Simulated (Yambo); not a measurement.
## Sn: optical spectrum with PBE

Sn:

```
Sn
1.0
     0.00000    3.23334    3.23334
     3.23334    0.00000    3.23334
     3.23334    3.23334    0.00000
Sn
2
Direct
  0.75000 0.75000 0.75000
  0.50000 0.50000 0.50000
```

This isn't the form of Sn at room conditions, which is tetragonal (white tin).

| Property | Result |
| --- | --- |
| Program | Yambo 5.3.0 |
| Task | optical spectrum |
| Functional | PBE |
| Potentials or basis | PseudoDojo 0.4.1 SR PBE standard |
| Cutoff | 980 eV |
| Density cutoff | 3918 eV |
| k mesh | 8 × 8 × 8 |
| Occupations | fermi-dirac, width 0.05 eV |
| Spin | no spin polarisation |
| k mesh of the self-consistent run | 8 × 8 × 8 |
| Direction of the field or of q to 0 | x + y |
| Broadening | 0.2 eV |
| Kernel | none (independent particles) |
| Top of the energy range | 10 eV |
| Energy points | 300 |
| Correction of the levels | none |
| Bands in the response | 34 |

| Property | Result |
| --- | --- |
| Band gap on the k mesh, mean-field level | none (metal or under the smearing width) |

Dielectric function (along the field direction of the input):
| energy (eV) | real part | imaginary part |
| --- | --- | --- |
| 0.27 | 42.62 | 4.34 |
| 0.60 | 47.12 | 20.45 |
| 0.94 | 28.60 | 39.14 |
| 1.27 | 1.15 | 28.33 |
| 1.61 | 4.51 | 14.93 |
| 1.94 | 9.91 | 16.50 |
| 2.27 | 9.55 | 17.90 |
| 2.61 | 8.45 | 21.14 |
| 2.94 | 3.90 | 20.32 |
| 3.28 | -5.06 | 22.97 |
| 3.61 | -5.62 | 13.92 |
| 3.95 | -5.08 | 10.63 |
| 4.28 | -2.63 | 12.34 |
| 4.62 | -9.57 | 11.04 |
| 4.95 | -7.57 | 5.39 |
| 5.28 | -6.10 | 4.86 |
| 5.62 | -5.10 | 3.23 |
| 5.95 | -4.38 | 2.70 |
| 6.29 | -3.04 | 2.25 |
| 6.62 | -2.59 | 2.59 |
| 6.96 | -2.78 | 2.47 |
| 7.29 | -2.67 | 2.13 |
| 7.63 | -2.69 | 1.74 |
| 7.96 | -2.26 | 1.23 |
| 8.29 | -1.84 | 1.00 |
| 8.63 | -1.44 | 0.97 |
| 8.96 | -1.29 | 1.13 |
| 9.30 | -1.45 | 0.94 |
| 9.63 | -1.16 | 0.64 |
| 10.00 | -0.92 | 0.68 |

Run time: 78 s on 1 thread of Arm Neoverse V2, on a shared host.

Caveat: the intraband (Drude) term of the metal is left out; spectra need much finer meshes, so this one isn't converged; independent-particle spectra lack excitons.
